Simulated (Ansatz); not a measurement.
# CH5ClOSn: up Jacob's ladder to CCSD(T)

The task here is to estimate one member of a computed series from the others.

The runs use Ansatz 0.2.0, Gaussian basis; functionals in def2-TZVPP, the program's frozen cores in correlated methods.

The runs, in order: PBE-D4, r2SCAN-D4, PBE0-D4, B3LYP-D4, ωB97X-V, ωB97M-V, B2PLYP; CCSD(T)/def2-TZVPP; MP2/def2-QZVPP; extrapolation to the limit.

**The geometry**

An earlier PBE0-D4 in a triple-zeta def2 set relaxation fixed the geometry. Sn takes the def2 core potential; no spin-orbit term is included.

9 atoms, charge 0, spin multiplicity 1.

Atoms are counted from 1 here; the program's logs count them from 0.

Bond lengths: O1–C2 1.412 Å, O1–H5 0.961 Å, C2–Sn3 2.153 Å, C2–H6 1.097 Å, C2–H7 1.096 Å, Sn3–Cl4 2.342 Å, Sn3–H8 1.700 Å, Sn3–H9 1.707 Å. Angles: C2–O1–H5 108.9°, O1–C2–Sn3 107.3°, O1–C2–H6 112.4°, O1–C2–H7 112.7°, Sn3–C2–H6 109.0°, Sn3–C2–H7 106.9°, H6–C2–H7 108.5°, C2–Sn3–Cl4 105.8°, C2–Sn3–H8 113.0°, C2–Sn3–H9 113.0°, Cl4–Sn3–H8 106.2°, Cl4–Sn3–H9 105.0°, H8–Sn3–H9 113.0°.

Set-up of the first run:

Input file in.yaml:

```yaml
crystal:
  periodic: [false, false, false]
  atoms:
    - {symbol: O, position_ang: [0.556234, 0.779062, -1.496781]}
    - {symbol: C, position_ang: [0.025478, 0.898750, -0.194256]}
    - {symbol: Sn, position_ang: [0.082406, -1.057825, 0.701377]}
    - {symbol: Cl, position_ang: [-2.046192, -1.974685, 0.365083]}
    - {symbol: H, position_ang: [0.433525, 1.611932, -1.960311]}
    - {symbol: H, position_ang: [0.601929, 1.593302, 0.429687]}
    - {symbol: H, position_ang: [-1.022608, 1.219159, -0.192738]}
    - {symbol: H, position_ang: [1.178808, -2.107022, -0.065507]}
    - {symbol: H, position_ang: [0.279018, -1.008874, 2.396347]}
basis:
  gaussian: {orbitals: def2-TZVPP}
hamiltonian: {xc: pbe, dispersion: d4}
output: {forces: true, orbitals: {seedname: orbitals}}
```

The run is started by

```console
$ ansatz run in.yaml --threads 4 --pin off --events-out ev --progress --plain --max-ram 10444MiB
```

Among the steps run: PBE-D4 (GGA); r2SCAN-D4 (meta-GGA); PBE0-D4 (hybrid); B3LYP-D4 (hybrid); ωB97X-V (range-separated); ωB97M-V (range-separated); B2PLYP (double hybrid); CCSD(T) in def2-TZVPP; MP2 in def2-QZVPP.

One of the session's tables, all rows but one given; the rest of the session is left out.

```
            method  atomisation energy (eV)
            PBE-D4                   29.326
         r2SCAN-D4                   28.946
           PBE0-D4                   28.799
          B3LYP-D4                   28.751
           ωB97X-V                   29.135
           ωB97M-V                   29.006
            B2PLYP                   28.441
     HF/def2-TZVPP                   20.266
    MP2/def2-TZVPP                   28.504
   CCSD/def2-TZVPP                   27.816
CCSD(T)/def2-TZVPP                   28.288
           MP2/CBS                   29.401
       CCSD(T)/CBS                        ?
```

Estimate the missing values for CCSD(T)/CBS.

The run gave: atomisation energy (eV): 29.185. In the column «atomisation energy (eV)» it lies between ωB97X-V (29.135) and PBE-D4 (29.326).
